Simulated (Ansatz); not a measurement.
Predict the output of the script below (Ansatz 0.2.0, Python API).

The script, `freq_ch2i.py`:
```python
# -*- coding: utf-8 -*-
"""Vibrations of CH2I."""

import ansatz as az
import numpy as np

GEOMETRY = """
C    -0.04190   -0.19410   -0.15890
I     0.61760    1.07760    1.26680
H    -0.79900    0.23620   -0.93830
H     0.27880   -1.18000   -0.18990
"""

ch2i = az.Crystal.molecule()
for line in GEOMETRY.strip().splitlines():
    symbol, *xyz = line.split()
    ch2i = ch2i.atom(symbol, [float(v) for v in xyz])

model = ch2i.calculation().basis(gaussian="def2-TZVP").functional("r2scan").spin("collinear", total=1)
symbols = [site.symbol for site in ch2i.cartesian_sites]
start = np.array([site.position_ang for site in ch2i.cartesian_sites], dtype=float)
r = model.relax(force_tolerance=0.003, max_steps=100).run().report
end = np.array(r["positions_ang"])

print("final positions (A) and the move of each atom")
for symbol, xyz, old in zip(symbols, end, start):
    print(f"{symbol:2s} {xyz[0]:10.5f} {xyz[1]:10.5f} {xyz[2]:10.5f}   {np.linalg.norm(xyz - old):7.4f}")

# frequencies need a stationary point, so they are taken at the relaxed geometry
minimum = az.Crystal.molecule()
for symbol, xyz in zip(symbols, end):
    minimum = minimum.atom(symbol, xyz.tolist())
vibrating = (
    minimum.calculation()
    .basis(gaussian="def2-TZVP")
    .functional("r2scan")
    .spin("collinear", total=1)
    .phonons(temperatures=(298.15, 498.15, 100))
)
vib = vibrating.run().report["vibrations"]
sums = vib["harmonic_sums"]
modes = [m["omega_inv_cm"] for m in sums["modes_at_gamma"] if m["rigid_motion"] == "no"]
print("frequencies (1/cm):", " ".join(f"{w:.0f}" for w in modes))
print("imaginary modes:", sum(w < 0 for w in modes), " zero-point energy:", round(sums["zero_point_energy_ev"], 4), "eV")
print("T (K)   F_vib (eV)   S_vib (meV/K)   C_vib (meV/K)")
for row in zip(sums["temperatures_k"], sums["vibrational_free_energy_ev"], vib["entropy_ev_per_k"], vib["heat_capacity_ev_per_k"]):
    print(f"{row[0]:6.1f} {row[1]:11.4f} {1000 * row[2]:13.4f} {1000 * row[3]:15.4f}")
```

```console
$ python freq_ch2i.py
final positions (A) and the move of each atom
C    -0.07250   -0.17189   -0.18728    0.0473
I     0.61752    1.08082    1.26797    0.0034
H    -0.77071    0.22144   -0.90894    0.0434
H     0.28119   -1.19066   -0.19204    0.0111
frequencies (1/cm): 232 625 855 1351 3168 3324
imaginary modes: 0  zero-point energy: 0.5924 eV
T (K)   F_vib (eV)   S_vib (meV/K)   C_vib (meV/K)
 298.1      0.5805        0.1066          0.1500
 398.1      0.5673        0.1566          0.1956
 498.1      0.5492        0.2044          0.2311
```

Caveats:
- The frequencies are harmonic and unscaled, in a modest basis. The result belongs to the one conformer reached from this start, and soft torsions count as harmonic oscillators.
- def2 sets replace the cores of elements past krypton by effective core potentials.
- The species is open-shell (spin multiplicity 2).
- It ran for 78 s on 1 thread of Intel(R) Xeon(R) Platinum 8375C CPU @ 2.90GHz (Ice Lake), on a shared host, peak memory 0.25 GiB.

(A comment or docstring line of the script was reworded after the run, the code is as it ran; lines on the test bed's own set-up are left out of the output.)
